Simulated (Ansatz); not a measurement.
# Si16C: the cost of one run

Program: Ansatz 0.2.0. Level of theory: DFT PBE, plane waves, PAW, scalar-relativistic, collinear spin. These are calculated values, not measurements.

### 1 The starting structure

The cell holds 17 atoms (CSi16): a = 7.679 Å, b = 7.679 Å, c = 7.679 Å, α = 60.00°, β = 60.00°, γ = 60.00°.

Structure file:

```cif
data_structure
_symmetry_space_group_name_H-M 'P 1'
_symmetry_Int_Tables_number 1
_cell_length_a 7.6792
_cell_length_b 7.6792
_cell_length_c 7.6792
_cell_angle_alpha 60.000
_cell_angle_beta 60.000
_cell_angle_gamma 60.000
_cell_volume 320.21
loop_
_atom_site_label
_atom_site_type_symbol
_atom_site_fract_x
_atom_site_fract_y
_atom_site_fract_z
_atom_site_occupancy
Si1 Si 0.00000 0.00000 0.00000 1
Si2 Si 0.12500 0.12500 0.12500 1
Si3 Si 0.00000 0.00000 0.50000 1
Si4 Si 0.12500 0.12500 0.62500 1
Si5 Si 0.00000 0.50000 0.00000 1
Si6 Si 0.12500 0.62500 0.12500 1
Si7 Si 0.00000 0.50000 0.50000 1
Si8 Si 0.12500 0.62500 0.62500 1
Si9 Si 0.50000 0.00000 0.00000 1
Si10 Si 0.62500 0.12500 0.12500 1
Si11 Si 0.50000 0.00000 0.50000 1
Si12 Si 0.62500 0.12500 0.62500 1
Si13 Si 0.50000 0.50000 0.00000 1
Si14 Si 0.62500 0.62500 0.12500 1
Si15 Si 0.50000 0.50000 0.50000 1
Si16 Si 0.62500 0.62500 0.62500 1
C1 C 0.87498 0.88231 0.38084 1
```

### 2 Relaxing the start

input.yaml reads:

```yaml
crystal:
  lattice:
    - [0.0, 5.43, 5.43]
    - [5.43, 0.0, 5.43]
    - [5.43, 5.43, 0.0]
  atoms:
    - { symbol: Si, position: [0.0, 0.0, 0.0] }
    - { symbol: Si, position: [0.125, 0.125, 0.125] }
    - { symbol: Si, position: [0.0, 0.0, 0.5] }
    - { symbol: Si, position: [0.125, 0.125, 0.625] }
    - { symbol: Si, position: [0.0, 0.5, 0.0] }
    - { symbol: Si, position: [0.125, 0.625, 0.125] }
    - { symbol: Si, position: [0.0, 0.5, 0.5] }
    - { symbol: Si, position: [0.125, 0.625, 0.625] }
    - { symbol: Si, position: [0.5, 0.0, 0.0] }
    - { symbol: Si, position: [0.625, 0.125, 0.125] }
    - { symbol: Si, position: [0.5, 0.0, 0.5] }
    - { symbol: Si, position: [0.625, 0.125, 0.625] }
    - { symbol: Si, position: [0.5, 0.5, 0.0] }
    - { symbol: Si, position: [0.625, 0.625, 0.125] }
    - { symbol: Si, position: [0.5, 0.5, 0.5] }
    - { symbol: Si, position: [0.625, 0.625, 0.625] }
    - { symbol: C, position: [0.8749756, 0.8823105, 0.380843], spin: 1.0 }
magnetization:
  spin_polarized: true
basis:
  ecutwfc: 420.0
kpoints:
  mp_grid: { grid: [2, 2, 2] }
hamiltonian:
  xc: pbe
  pseudopotentials: { kind: paw, azcp: { folder: soft_1 } }
scf:
  occupations: { method: fermi_dirac, width: 0.02 }
  lower_state_search: "off"
relax:
  f_tol: 0.08
  max_steps: 25
  adjacent_minimum: "off"
```

Run with:

```
> ansatz run input.yaml --threads 1 --pin off --max-ram 3072MiB --backend cpu --events-out ev --progress --plain --runs-dir out
```

What time and memory should one allow on 1 thread of Arm Neoverse V2, shared host?

About 3.2 min, with a peak of 0.66 GiB.
